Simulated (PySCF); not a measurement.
**C₂H₉FSi₂: electronic excitations and core binding energies**

What electronic excitations and core binding energies should C₂H₉FSi₂ (`F[SiH2]CC[SiH3]`) show?

The runs use PySCF 2.14.0, with density-fitted response routines of our own; the level of theory stands in each step. All values are computed, except where a source is named. Atoms count from 0, in the outputs and in this text.

## 1. The molecule as given

14 atoms, charge 0, multiplicity 1; geometry from: GFN2-xTB.

Bonds of the start (Å): F0–Si1 1.61, Si1–C2 1.89, C2–C3 1.53, C3–Si4 1.90, Si1–H5 1.46, Si1–H6 1.46, C2–H7 1.09, C2–H8 1.09, C3–H9 1.09, C3–H10 1.09, Si4–H11 1.46, Si4–H12 1.47, Si4–H13 1.46.

## 2. TDDFT and polarisability: CAM-B3LYP/def2-SVPD

What the job is given:

```
{"job": {"kind": "uv", "xc": "CAM-B3LYP", "basis": "def2-SVPD", "nstates": 8, "ntriplets": 3}, "charge": 0, "multiplicity": 1}
F      2.898996     1.710782     0.907518
Si     2.242882     0.373213     0.285173
C      0.359194     0.573443     0.334939
C     -0.386113    -0.640773    -0.225494
Si    -2.275778    -0.415403    -0.202079
H      2.715050    -0.705058     1.142868
H      2.765686     0.307105    -1.072519
H      0.067902     1.463215    -0.229060
H      0.032300     0.749386     1.362941
H     -0.109433    -1.527341     0.348639
H     -0.050403    -0.827139    -1.247740
H     -2.717695    -0.169544     1.172555
H     -2.629299     0.733923    -1.039115
H     -2.913967    -1.626282    -0.720717
```

Level: TDDFT CAM-B3LYP/def2-SVPD, vertical, gas phase, core orbitals frozen in the response.

The program printed:

```text
coarse grid: 12088 points
cycle   1  E = -759.9776613899  dE =  1.092e-01  |g| = 5.463e-01  |ddm| = 4.461e+00
cycle   2  E = -759.9589365827  dE =  1.872e-02  |g| = 6.959e-01  |ddm| = 1.202e+00
cycle   3  E = -760.0373252315  dE = -7.839e-02  |g| = 4.972e-02  |ddm| = 5.496e-01
cycle   4  E = -760.0377312290  dE = -4.060e-04  |g| = 2.632e-02  |ddm| = 1.173e-01
cycle   5  E = -760.0379023825  dE = -1.712e-04  |g| = 4.893e-03  |ddm| = 3.740e-02
cycle   6  E = -760.0379089503  dE = -6.568e-06  |g| = 4.693e-04  |ddm| = 9.453e-03
final grid: 106224 points
cycle   7  E = -760.1376304606  dE = -1.849e-05  |g| = 2.362e-03  |ddm| = 4.138e-02
cycle   8  E = -760.1376305218  dE = -6.125e-08  |g| = 2.404e-03  |ddm| = 7.162e-03
cycle   9  E = -760.1376319838  dE = -1.462e-06  |g| = 1.947e-04  |ddm| = 2.716e-03
cycle  10  E = -760.1376319892  dE = -5.369e-09  |g| = 1.447e-04  |ddm| = 3.952e-04
cycle  11  E = -760.1376319927  dE = -3.502e-09  |g| = 1.986e-05  |ddm| = 1.413e-04
cycle  12  E = -760.1376319928  dE = -1.221e-10  |g| = 3.305e-06  |ddm| = 4.235e-05
converged SCF energy = -760.1376319928

Static polarisability (au): isotropic 77.651, principal 68.507 70.043 94.404

Singlet excitations
state   eV       nm        f      main configurations
  1   7.1187    174.2   0.01223   H->L 0.88
  2   7.5286    164.7   0.00349   H->L+1 0.82
  3   8.2678    150.0   0.01119   H-1->L 0.56, H-1->L+1 0.32
  4   8.3551    148.4   0.06545   H->L+3 0.68, H->L+4 0.14
  5   8.6051    144.1   0.16104   H->L+2 0.71, H->L+5 0.11
  6   8.6539    143.3   0.00708   H->L+6 0.55, H-2->L 0.26
  7   8.7832    141.2   0.00168   H-3->L 0.59, H-3->L+4 0.09
  8   8.7932    141.0   0.00210   H-2->L 0.45, H->L+6 0.33

Triplet excitations (Tamm-Dancoff, eV): 6.7620 7.3154 7.6899
```

Run time: 53 s. Hardware: 1 thread, shared host.

The orbitals next to the gap, with their largest atomic shares:

```tsv
orbital	eV	atoms
HOMO−3	-11.11	Si4 34 %, H13 22 %, H11 15 %
HOMO−2	-11.09	Si4 33 %, H12 24 %, H11 15 %
HOMO−1	-11.02	Si1 31 %, H6 21 %, H5 20 %
HOMO	-9.49	C2 24 %, C3 22 %, Si4 15 %
LUMO	0.82	Si1 16 %, Si4 16 %, C3 12 %
LUMO+1	1.01	Si1 31 %, Si4 19 %, C2 7 %
LUMO+2	1.57	Si4 39 %, Si1 17 %, H13 9 %
```

With each of the 8 states as a Gaussian band of 0.4 eV half-width at 1/e, the curve within the window shown has maxima at 173 nm (ε 550), 145 nm (ε 9,100) L/(mol cm). Beyond the last state computed it falls off for lack of states. The curve at chosen wavelengths:

```json
{"nm": "136", "ε (L/mol/cm)": "1737"}
{"nm": "138", "ε (L/mol/cm)": "3518"}
{"nm": "140", "ε (L/mol/cm)": "5777"}
{"nm": "142", "ε (L/mol/cm)": "7856"}
{"nm": "144", "ε (L/mol/cm)": "9028"}
{"nm": "147", "ε (L/mol/cm)": "8448"}
{"nm": "149", "ε (L/mol/cm)": "6891"}
{"nm": "151", "ε (L/mol/cm)": "5027"}
{"nm": "153", "ε (L/mol/cm)": "3319"}
{"nm": "155", "ε (L/mol/cm)": "2012"}
{"nm": "157", "ε (L/mol/cm)": "1151"}
{"nm": "159", "ε (L/mol/cm)": "663"}
{"nm": "161", "ε (L/mol/cm)": "435"}
{"nm": "164", "ε (L/mol/cm)": "367"}
{"nm": "166", "ε (L/mol/cm)": "408"}
{"nm": "168", "ε (L/mol/cm)": "468"}
{"nm": "170", "ε (L/mol/cm)": "521"}
{"nm": "172", "ε (L/mol/cm)": "549"}
{"nm": "174", "ε (L/mol/cm)": "543"}
{"nm": "176", "ε (L/mol/cm)": "502"}
{"nm": "178", "ε (L/mol/cm)": "434"}
{"nm": "181", "ε (L/mol/cm)": "308"}
{"nm": "183", "ε (L/mol/cm)": "227"}
{"nm": "185", "ε (L/mol/cm)": "158"}
{"nm": "187", "ε (L/mol/cm)": "104"}
{"nm": "189", "ε (L/mol/cm)": "65"}
```

Further results of this job:

```tsv
property	computed
dipole moment (D)	1.81
polarisability (Å³)	11.51
HOMO–LUMO gap (eV)	10.32
−ε(HOMO) (eV)	9.49
```

## 3. X-ray photoelectron lines: SCAN, X2C

Settings changed since step 2:

```diff
@@ -1,2 +1,2 @@
-{"job": {"kind": "uv", "xc": "CAM-B3LYP", "basis": "def2-SVPD", "nstates": 8, "ntriplets": 3}, "charge": 0, "multiplicity": 1}
+{"job": {"kind": "xps"}, "charge": 0, "multiplicity": 1}
 F      2.898996     1.710782     0.907518
```

Method: delta-SCF UKS SCAN, pcX-2 on the ionised atom, pcseg-1 elsewhere, spin-free X2C.

The program printed:

```text
ground state, core basis on atom 0 (F), 154 functions
  cycle   1  E = -761.55201354  |g| = 7.44e-01
  cycle   2  E = -761.35521098  |g| = 1.33e+00
  cycle   3  E = -761.65137566  |g| = 1.22e-01
  cycle   4  E = -761.65376768  |g| = 5.85e-02
  cycle   5  E = -761.65456647  |g| = 8.92e-03
  cycle   6  E = -761.65458732  |g| = 2.38e-03
  cycle   7  E = -761.65458773  |g| = 9.72e-04
  cycle   8  E = -761.65458821  |g| = 2.63e-04
  E(ground) = -761.71846584 Eh
hole in F 1s of atom 0
  cycle   1  E = -735.32480731  |g| = 2.58e+00
  cycle   2  E = -735.24548716  |g| = 2.12e+00
  cycle   3  E = -736.16818222  |g| = 3.41e-01
  cycle   4  E = -736.18098915  |g| = 2.42e-01
  cycle   5  E = -736.21567895  |g| = 3.71e-02
  cycle   6  E = -736.21637462  |g| = 1.08e-02
  cycle   7  E = -736.21644404  |g| = 3.74e-03
  cycle   8  E = -736.21645066  |g| = 1.41e-03
  cycle   9  E = -736.21645293  |g| = 2.94e-04
  E(ion) = -736.28746520 Eh   <S^2> = 0.7566   hole on atom = 1.000   binding energy = 692.013 eV
ground state, core basis on atom 1 (Si), 165 functions
  cycle   1  E = -761.71128012  |g| = 3.03e-01
  cycle   2  E = -761.70872068  |g| = 1.65e-01
  cycle   3  E = -761.70872600  |g| = 1.60e-01
  cycle   4  E = -761.71275271  |g| = 1.18e-02
  cycle   5  E = -761.71276601  |g| = 2.23e-03
  cycle   6  E = -761.71276735  |g| = 5.13e-04
  cycle   7  E = -761.71276726  |g| = 1.32e-04
  E(ground) = -761.73139055 Eh
hole in Si 1s of atom 1
  cycle   1  E = -692.76055870  |g| = 4.35e+00
  cycle   2  E = -691.03733235  |g| = 2.48e+00
  cycle   3  E = -680.82277246  |g| = 3.41e+00
  cycle   4  E = -693.45967203  |g| = 8.63e-01
  cycle   5  E = -693.67398989  |g| = 6.38e-01
  cycle   6  E = -693.80392534  |g| = 8.60e-02
  cycle   7  E = -693.80723194  |g| = 5.37e-02
  cycle   8  E = -693.80836024  |g| = 2.19e-02
  cycle   9  E = -693.80863461  |g| = 3.79e-03
  cycle  10  E = -693.80864328  |g| = 1.67e-03
  cycle  11  E = -693.80864336  |g| = 4.40e-04
  E(ion) = -693.83589825 Eh   <S^2> = 0.7522   hole on atom = 1.000   binding energy = 1847.530 eV
hole in Si 2p of atom 1
  cycle   1  E = -757.41986449  |g| = 1.23e+00
  cycle   2  E = -755.58850529  |g| = 1.57e+00
  cycle   3  E = -757.49355745  |g| = 5.44e-01
  cycle   4  E = -757.72055768  |g| = 1.19e-01
  cycle   5  E = -757.73063588  |g| = 7.66e-02
  cycle   6  E = -757.73353279  |g| = 2.57e-02
  cycle   7  E = -757.73388493  |g| = 5.69e-03
  cycle   8  E = -757.73390241  |g| = 1.93e-03
  cycle   9  E = -757.73390543  |g| = 9.61e-04
  cycle  10  E = -757.73390588  |g| = 3.31e-04
  E(ion) = -757.76449202 Eh   <S^2> = 0.7514   hole on atom = 1.002   binding energy = 107.945 eV
  2p3/2 = 107.666 eV   2p1/2 = 108.295 eV
ground state, core basis on atom 2 (C), 154 functions
  cycle   1  E = -761.61035035  |g| = 6.56e-02
  cycle   2  E = -761.61022797  |g| = 4.59e-02
  cycle   3  E = -761.61048290  |g| = 3.03e-02
  cycle   4  E = -761.61062591  |g| = 5.58e-03
  cycle   5  E = -761.61063450  |g| = 1.11e-03
  cycle   6  E = -761.61063172  |g| = 2.65e-04
  E(ground) = -761.67047449 Eh
hole in C 1s of atom 2
  cycle   1  E = -750.36141248  |g| = 1.51e+00
  cycle   2  E = -749.61555795  |g| = 1.86e+00
  cycle   3  E = -750.88714890  |g| = 3.50e-01
  cycle   4  E = -750.92650350  |g| = 1.84e-01
  cycle   5  E = -750.93609334  |g| = 6.68e-02
  cycle   6  E = -750.93757084  |g| = 7.07e-03
  cycle   7  E = -750.93760287  |g| = 3.26e-03
  cycle   8  E = -750.93761353  |g| = 1.27e-03
  cycle   9  E = -750.93761489  |g| = 8.82e-04
  cycle  10  E = -750.93761479  |g| = 2.50e-04
  E(ion) = -750.99663059 Eh   <S^2> = 0.7692   hole on atom = 1.000   binding energy = 290.450 eV
ground state, core basis on atom 3 (C), 154 functions
  cycle   1  E = -761.60981864  |g| = 5.78e-02
  cycle   2  E = -761.60976719  |g| = 2.24e-02
  cycle   3  E = -761.60976194  |g| = 2.32e-02
  cycle   4  E = -761.60988531  |g| = 2.45e-03
  cycle   5  E = -761.60988861  |g| = 4.37e-04
  E(ground) = -761.66977112 Eh
hole in C 1s of atom 3
  cycle   1  E = -750.35894978  |g| = 1.51e+00
  cycle   2  E = -749.62939211  |g| = 1.86e+00
  cycle   3  E = -750.88902485  |g| = 3.38e-01
  cycle   4  E = -750.92996574  |g| = 1.38e-01
  cycle   5  E = -750.93478129  |g| = 6.81e-02
  cycle   6  E = -750.93626785  |g| = 8.72e-03
  cycle   7  E = -750.93630013  |g| = 5.12e-03
  cycle   8  E = -750.93631635  |g| = 1.94e-03
  cycle   9  E = -750.93631826  |g| = 8.85e-04
  cycle  10  E = -750.93632015  |g| = 2.22e-04
  E(ion) = -750.99505878 Eh   <S^2> = 0.7691   hole on atom = 1.000   binding energy = 290.474 eV
ground state, core basis on atom 4 (Si), 165 functions
  cycle   1  E = -761.70264660  |g| = 2.86e-01
  cycle   2  E = -761.70270962  |g| = 3.43e-02
  cycle   3  E = -761.70268155  |g| = 2.68e-02
  cycle   4  E = -761.70280217  |g| = 7.32e-03
  cycle   5  E = -761.70281500  |g| = 8.06e-04
  cycle   6  E = -761.70281469  |g| = 2.45e-04
  E(ground) = -761.72125895 Eh
hole in Si 1s of atom 4
  cycle   1  E = -692.78400502  |g| = 4.35e+00
  cycle   2  E = -693.01625087  |g| = 2.06e+00
  cycle   3  E = -693.61589758  |g| = 6.25e-01
  cycle   4  E = -693.81309215  |g| = 2.29e-01
  cycle   5  E = -693.83914211  |g| = 7.90e-02
  cycle   6  E = -693.84195752  |g| = 2.46e-02
  cycle   7  E = -693.84223607  |g| = 7.40e-03
  cycle   8  E = -693.84225705  |g| = 3.64e-03
  cycle   9  E = -693.84226218  |g| = 1.12e-03
  cycle  10  E = -693.84226226  |g| = 2.62e-04
  E(ion) = -693.86863127 Eh   <S^2> = 0.7523   hole on atom = 1.000   binding energy = 1846.364 eV
hole in Si 2p of atom 4
  cycle   1  E = -757.44132604  |g| = 1.23e+00
  cycle   2  E = -757.38871077  |g| = 1.02e+00
  cycle   3  E = -757.73951713  |g| = 2.00e-01
  cycle   4  E = -757.76033656  |g| = 8.62e-02
  cycle   5  E = -757.76370194  |g| = 3.25e-02
  cycle   6  E = -757.76427289  |g| = 5.64e-03
  cycle   7  E = -757.76428626  |g| = 2.61e-03
  cycle   8  E = -757.76428805  |g| = 8.85e-04
  cycle   9  E = -757.76428986  |g| = 2.52e-04
  E(ion) = -757.79429360 Eh   <S^2> = 0.7524   hole on atom = 1.002   binding energy = 106.858 eV
  2p3/2 = 106.657 eV   2p1/2 = 107.280 eV
```

Wall time 2.6 min (1 thread, shared host).

Binding energies by hole, beside the orbital energy of the ground state; the difference holds orbital relaxation and, for a density functional, its self-interaction error:

```tsv
hole	stands for	environment	ΔSCF (eV; 2p as the shell's mean)	−ε (eV)	⟨S²⟩
F1s on F0	F0	fluorine bonded to Si	692.01	666.0	0.757
Si1s on Si1	Si1	silicon bonded to C, F, 2 H	1847.53	1794.1	0.752
Si2p on Si1	Si1	silicon bonded to C, F, 2 H	107.88	96.8	0.751
C1s on C2	C2	sp3 CH2 bonded to Si	290.45	273.7	0.769
C1s on C3	C3	sp3 CH2 bonded to Si	290.47	273.8	0.769
Si1s on Si4	Si4	silicon bonded to C, 3 H	1846.36	1793.2	0.752
Si2p on Si4	Si4	silicon bonded to C, 3 H	106.87	96.1	0.752
```

With the spin-orbit splitting: Si1 2p3/2 107.67, 2p1/2 108.29 eV; Si4 2p3/2 106.66, 2p1/2 107.28 eV. The table gives each 2p level as the mean over the whole 2p shell (two parts 2p3/2, one part 2p1/2), which differs a little from the single hole in the log.

## 4. Summary of results

```
                                quantity                        value
    lowest singlet (CAM-B3LYP/def2-SVPD)  7.12 eV (174 nm), f = 0.012
brightest single state of those computed  state 5, 8.61 eV, f = 0.161
                          lowest triplet                      6.76 eV
       Si1s binding energies, SCAN/pcX-2  Si1 1847.53, Si4 1846.36 eV
       Si2p binding energies, SCAN/pcX-2    Si1 107.88, Si4 106.87 eV
        C1s binding energies, SCAN/pcX-2      C3 290.47, C2 290.45 eV
        F1s binding energies, SCAN/pcX-2                 F0 692.01 eV
```

**Reading.** The first singlet state (HOMO→LUMO 0.88) lies at 7.12 eV and is weak; of the 8 states computed, the strongest absorption comes from state 5 at 8.61 eV. The lowest triplet lies 0.36 eV below the lowest singlet (triplets in Tamm-Dancoff, singlets in full TDDFT). The Si1s levels kept as sound span 1.17 eV, from Si4 (silicon bonded to C, 3 H) up to Si1 (silicon bonded to C, F, 2 H). Si1 (silicon bonded to C, F, 2 H) binds its Si2p electron 1.01 eV more tightly than Si4 (silicon bonded to C, 3 H). The C1s levels computed lie within 0.02 eV of one another, too close to rank.
